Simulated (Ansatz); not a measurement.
Relaxation of a periodic cell of 24 atoms, HCl (packed as 12 HCl, density as packed 1.19 g/cm³ with natural masses), to a largest force component of 0.3 eV/Å in at most 15 steps.

All numbers below come from DFT PBE-D3(BJ), scalar-relativistic, plane waves, PAW (Ansatz). Settings: cutoff 420 eV, k mesh 1x1x1, fermi-dirac smearing 0.02 eV, no spin polarisation.

```xyz
24
Lattice="8.4902 0.0000 0.0000 0.0000 8.4902 0.0000 0.0000 0.0000 8.4902" Properties=species:S:1:pos:R:3
Cl 4.580 8.489 8.833
H 3.971 8.129 7.766
Cl 2.932 4.645 3.275
H 2.899 3.963 2.192
Cl 0.850 2.605 5.144
H -0.395 2.384 5.338
Cl 1.725 0.390 3.158
H 2.388 1.457 3.399
Cl 6.263 6.277 6.737
H 6.156 5.001 6.757
Cl 2.481 5.920 8.269
H 1.850 6.570 7.365
Cl 7.447 1.755 8.956
H 7.774 1.644 7.724
Cl 6.112 4.199 1.900
H 5.181 3.399 1.539
Cl 6.064 1.286 4.224
H 6.599 1.521 3.086
Cl 3.484 2.994 8.483
H 3.083 2.560 7.348
Cl 0.003 5.774 4.501
H 0.646 5.311 3.496
Cl 3.616 7.401 5.222
H 4.587 7.268 4.398
```

Q: Where does it end, and by what steps?

A: It converged. The threshold is loose, so the end isn't yet a minimum. The force dipped under the threshold on the way, but the program's further checks kept it going. Limits of this set-up: coarse k mesh. After 13 steps the energy has fallen by 2.223 eV; H20 moved furthest, 1.34 Å.

```json
{"step": "0", "energy less start (eV)": "0.0000", "largest force component (eV/Å)": "0.723", "accepted": "yes"}
{"step": "1", "energy less start (eV)": "-0.4761", "largest force component (eV/Å)": "0.363", "accepted": "yes"}
{"step": "2", "energy less start (eV)": "-0.8263", "largest force component (eV/Å)": "0.491", "accepted": "yes"}
{"step": "3", "energy less start (eV)": "-1.0442", "largest force component (eV/Å)": "1.183", "accepted": "yes"}
{"step": "4", "energy less start (eV)": "-1.3848", "largest force component (eV/Å)": "0.440", "accepted": "yes"}
{"step": "5", "energy less start (eV)": "-1.5774", "largest force component (eV/Å)": "0.380", "accepted": "yes"}
{"step": "6", "energy less start (eV)": "-1.6947", "largest force component (eV/Å)": "1.068", "accepted": "yes"}
{"step": "7", "energy less start (eV)": "-1.8331", "largest force component (eV/Å)": "0.432", "accepted": "yes"}
{"step": "8", "energy less start (eV)": "-1.9293", "largest force component (eV/Å)": "0.403", "accepted": "yes"}
{"step": "9", "energy less start (eV)": "-2.0128", "largest force component (eV/Å)": "0.345", "accepted": "yes"}
{"step": "10", "energy less start (eV)": "-2.0886", "largest force component (eV/Å)": "0.363", "accepted": "yes"}
{"step": "11", "energy less start (eV)": "-2.1495", "largest force component (eV/Å)": "0.509", "accepted": "yes"}
{"step": "12", "energy less start (eV)": "-2.2234", "largest force component (eV/Å)": "0.269", "accepted": "yes"}
{"step": "13", "energy less start (eV)": "-2.2235", "largest force component (eV/Å)": "0.269", "accepted": "yes"}
```

```xyz
24
Lattice="8.4902 0.0000 0.0000 0.0000 8.4902 0.0000 0.0000 0.0000 8.4902" Properties=species:S:1:pos:R:3
Cl 4.623 8.532 8.494
H 3.480 7.892 8.372
Cl 2.670 4.484 2.944
H 2.427 3.862 1.824
Cl 1.069 2.036 5.552
H -0.085 1.833 4.940
Cl 1.673 0.799 2.240
H 1.947 1.166 3.459
Cl 6.144 5.865 7.146
H 6.589 4.749 6.664
Cl 1.546 6.679 8.197
H 1.518 6.480 6.910
Cl 7.515 1.992 8.462
H 8.318 1.631 7.491
Cl 6.230 4.278 2.221
H 5.361 3.959 1.301
Cl 6.425 1.353 4.209
H 6.322 2.358 3.352
Cl 3.589 3.303 8.155
H 3.880 2.019 8.284
Cl -0.008 6.048 4.592
H 0.896 5.516 3.808
Cl 3.518 7.282 5.008
H 4.651 6.822 5.482
```

Whether the end is a true minimum wasn't checked by a vibrational analysis.

The run took 24 s on 1 thread of AMD EPYC 9R14 (Zen 4) (shared host), peak memory 0.56 GiB.
